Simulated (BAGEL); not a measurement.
# H2CO (formaldehyde) at HF/STO-3G (density fitting with qzvpp-jkfit)

Aim: the electronic atomisation energy of H2CO (formaldehyde) at HF/STO-3G (density fitting with qzvpp-jkfit), from 4 runs. 

The calculation is run with BAGEL 1.2.2.

15 further runs of the same task are left out: 15 set aside as unsound or not needed.

## (1) The system as given

The species is H2CO (4 atoms), meant as a singlet with charge 0. As SMILES, `C=O`. The coordinates come from a PBE0-D4/def2-TZVP relaxation.

Bond lengths: C1–O2 1.195 Å, C1–H3 1.109 Å, C1–H4 1.109 Å. Angles: O2–C1–H3 122.0°, O2–C1–H4 122.0°, H3–C1–H4 116.0°.

## (2) A single-point energy at HF/STO-3G (density fitting with qzvpp-jkfit)

File calc.json:

```json
{ "bagel" : [

{
  "title" : "molecule",
  "basis" : "sto-3g",
  "df_basis" : "qzvpp-jkfit",
  "angstrom" : true,
  "geometry" : [
    { "atom" : "C", "xyz" : [      -0.002800,      -0.002200,      -0.003300 ] },
    { "atom" : "O", "xyz" : [       0.692000,       0.544400,       0.801300 ] },
    { "atom" : "H", "xyz" : [      -0.544800,       0.559700,      -0.790500 ] },
    { "atom" : "H", "xyz" : [      -0.144300,      -1.101900,      -0.007500 ] }
  ]
},

{ "title" : "hf" },

{ "title" : "print", "file" : "orbitals.molden", "orbitals" : true }

]}
```

On the command line:

```bash
$ BAGEL_NUM_THREADS=1 BAGEL calc.json > calc.out
```

Log:

```text
* using 1 threads per process

  ===============================================================
  ===============================================================

  *** Geometry ***

  { "atom" : "C", "xyz" : [     -0.005291,     -0.004157,     -0.006236 ] },
  { "atom" : "O", "xyz" : [      1.307690,      1.028767,      1.514238 ] },
  { "atom" : "H", "xyz" : [     -1.029523,      1.057680,     -1.493829 ] },
  { "atom" : "H", "xyz" : [     -0.272687,     -2.082289,     -0.014173 ] },

  Number of auxiliary basis functions:      188

  Since a DF basis is specified, we compute 2- and 3-index integrals:
    o Being stored without compression. Storage requirement is 0.000 GB

  Number of basis functions:       12
  Number of electrons      :       16

    * METHOD: MOLECULE                             0.03

  *** RHF ***

  === Nuclear Repulsion ===
    31.4580731864

      * DIIS with orbital gradients will be used.

  === RHF iteration (sto-3g) ===
      0       -112.23520588          0.05395980           0.00
      1       -112.30948485          0.03566393           0.00
      2       -112.35169520          0.00383638           0.00
      3       -112.35324453          0.00103215           0.00
      4       -112.35335603          0.00023565           0.00
      5       -112.35336137          0.00002974           0.00
      6       -112.35336145          0.00000190           0.00
      7       -112.35336145          0.00000032           0.00
      8       -112.35336145          0.00000001           0.00
      9       -112.35336145          0.00000000           0.00
    * SCF iteration converged.

    * Permanent dipole moment:
           (    0.344000,     0.270591,     0.398355) a.u.

    * METHOD: HF                                   0.04

    * METHOD: PRINT                                0.00

  ===============================================================
```

Wall time 0.28 s (1 thread of Intel Xeon 6975P-C (Granite Rapids), shared host).

## (3) The C atom

File job.json:

```json
{ "bagel" : [

{
  "title" : "molecule",
  "basis" : "sto-3g",
  "df_basis" : "qzvpp-jkfit",
  "angstrom" : true,
  "geometry" : [
    { "atom" : "C", "xyz" : [       0.000000,       0.000000,       0.000000 ] }
  ]
},

{ "title" : "uhf", "nopen" : 2 },

{ "title" : "print", "file" : "orbitals.molden", "orbitals" : true }

]}
```

Run the same way, it converges to -37.19852 Eh (log not shown).

## (4) The H atom at the same level

File calc.json:

```json
{ "bagel" : [

{
  "title" : "molecule",
  "basis" : "sto-3g",
  "df_basis" : "qzvpp-jkfit",
  "angstrom" : true,
  "geometry" : [
    { "atom" : "H", "xyz" : [    0.000000,    0.000000,    0.000000 ] }
  ]
},
{
  "title" : "uhf",
  "nopen" : 1
},
{
  "title" : "print",
  "file" : "orbitals.molden",
  "orbitals" : true
}

]}
```

On the command line:

```bash
$ BAGEL_NUM_THREADS=1 BAGEL calc.json > calc.out
```

Log:

```text
* using 1 threads per process

  ===============================================================
  ===============================================================

  *** Geometry ***

  { "atom" : "H", "xyz" : [      0.000000,      0.000000,      0.000000 ] },

  Number of auxiliary basis functions:       18

  Since a DF basis is specified, we compute 2- and 3-index integrals:
    o Being stored without compression. Storage requirement is 0.000 GB

  Number of basis functions:        1
  Number of electrons      :        1

    * METHOD: MOLECULE                             0.02

  *** Open-shell HF ***

  === Nuclear Repulsion ===
     0.0000000000

      * DIIS with orbital gradients will be used.

  === UHF iteration (sto-3g) ===
      0         -0.46658185          0.00000000           0.00
    * SCF iteration converged.

    * S^2 (UHF) is 0.7500

    * Permanent dipole moment:
           (    0.000000,     0.000000,     0.000000) a.u.

    * METHOD: UHF                                  0.01

    * METHOD: PRINT                                0.00

  ===============================================================
```

It took 0.26 s on 1 thread of Intel Xeon 6975P-C (Granite Rapids), shared host.

## (5) The O atom, same level

File input.json:

```json
{ "bagel" : [

{
  "title" : "molecule",
  "basis" : "sto-3g",
  "df_basis" : "qzvpp-jkfit",
  "angstrom" : true,
  "geometry" : [
    { "atom" : "O", "xyz" : [       0.000000,       0.000000,       0.000000 ] }
  ]
},

{
  "title" : "uhf",
  "nopen" : 2
},

{
  "title" : "print",
  "file" : "orbitals.molden",
  "orbitals" : true
}

]}
```

On the command line:

```bash
$ BAGEL_NUM_THREADS=1 BAGEL input.json > input.out
```

Log:

```text
* using 1 threads per process

  ===============================================================
  ===============================================================

  *** Geometry ***

  { "atom" : "O", "xyz" : [      0.000000,      0.000000,      0.000000 ] },

  Number of auxiliary basis functions:       77

  Since a DF basis is specified, we compute 2- and 3-index integrals:
    o Being stored without compression. Storage requirement is 0.000 GB

  Number of basis functions:        5
  Number of electrons      :        8

    * METHOD: MOLECULE                             0.01

  *** Open-shell HF ***

  === Nuclear Repulsion ===
     0.0000000000

      * DIIS with orbital gradients will be used.

  === UHF iteration (sto-3g) ===
      0        -73.80421832          0.00000000           0.00
    * SCF iteration converged.

    * S^2 (UHF) is 2.0000

    * Permanent dipole moment:
           (   -0.000000,     0.000000,     0.000000) a.u.

    * METHOD: UHF                                  0.01

    * METHOD: PRINT                                0.00

  ===============================================================
```

Wall time 0.18 s (1 thread of Intel Xeon 6975P-C (Granite Rapids), shared host).

## (6) Results

Level: HF/STO-3G (density fitting with qzvpp-jkfit).

| quantity | value |
| --- | --- |
| molecule: total energy | -112.35336 Eh |
| molecule: dipole moment | 1.50 D |
| molecule: HOMO energy | -9.58 eV |
| molecule: LUMO energy | 7.91 eV |
| molecule: HOMO–LUMO gap | 17.49 eV |
| C atom: total energy | -37.19852 Eh |
| C atom: dipole moment | 0.00 D |
| C atom: ⟨S²⟩ | 2.000 |
| H atom: total energy | -0.46658 Eh |
| H atom: dipole moment | 0.00 D |
| H atom: ⟨S²⟩ | 0.750 |
| O atom: total energy | -73.80422 Eh |
| O atom: dipole moment | 0.00 D |
| O atom: ⟨S²⟩ | 2.000 |
| electronic atomisation energy | 11.360 eV |

**Reading.** Taking the molecule apart into free atoms costs 11.36 eV (262 kcal/mol), before zero-point energy and without spin-orbit coupling. Hartree–Fock lacks the correlation of the bonding pairs, which as a rule makes this value much too low; in minimal bases other errors can mask that. In a minimal basis such a difference can be off by several eV, whatever the method.
